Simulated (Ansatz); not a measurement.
The system is Mn2Al2Cu.

```
CELL_PARAMETERS angstrom
-1.36859 1.36859 8.51894
1.36859 -1.36859 8.51894
1.36859 1.36859 -8.51894
ATOMIC_POSITIONS crystal
Cu 0.99079 0.99079 0.00000
Mn 0.38791 0.38791 0.00000
Mn 0.81335 0.81335 0.00000
Al 0.21755 0.21755 0.00000
Al 0.59040 0.59040 0.00000
```

The cell comes from a database or a generator and needn't be the stable form of this composition.

Base run:

* Program: Ansatz 0.2.0
* Functional: PBEsol
* Potentials or basis: Ansatz PAW
* Cutoff: 420 eV (not typed: the program's choice for these potentials)
* k mesh: 11 × 11 × 11
* Occupations: fermi-dirac, width 0.05 eV
* Spin: collinear spin, ferromagnetic start
* Starting moments: [0.9, 6.0, 6.0, 0.0, 0.0] μB
* Fixed moment: 12.9 μB

Its results: pressure 54.8 GPa; site moments Cu +0.82; Mn +4.02, +3.91; Al +0.51, +0.59 μB; largest force 6.470 eV/Å.

The run is repeated on the same cell with these changes: fixed moment from 12.9 μB to 4.3 μB; moments at the start from [0.9, 6.0, 6.0, 0.0, 0.0] to [0.3, 2.0, 2.0, 0.0, 0.0]. What comes out?

Pressure 5.3 GPa; site moments Cu +0.14; Mn +2.45, +1.06; Al +0.04, +0.09 μB; largest force 1.171 eV/Å.

Caveats: the total moment is fixed, so each spin has its own Fermi level; the PAW data sets come from PBE, with cores solved anew for the run's functional, which leaves a small shift of forces and pressure; forces of over 1 eV/Å show positions far from the minimum, so gaps and moduli don't describe the material at rest; the thresholds are loose for stress; a pressure of tens of GPa on the cell as given is suspect, and the run, the potentials or the cell itself is likely at fault (some runs).
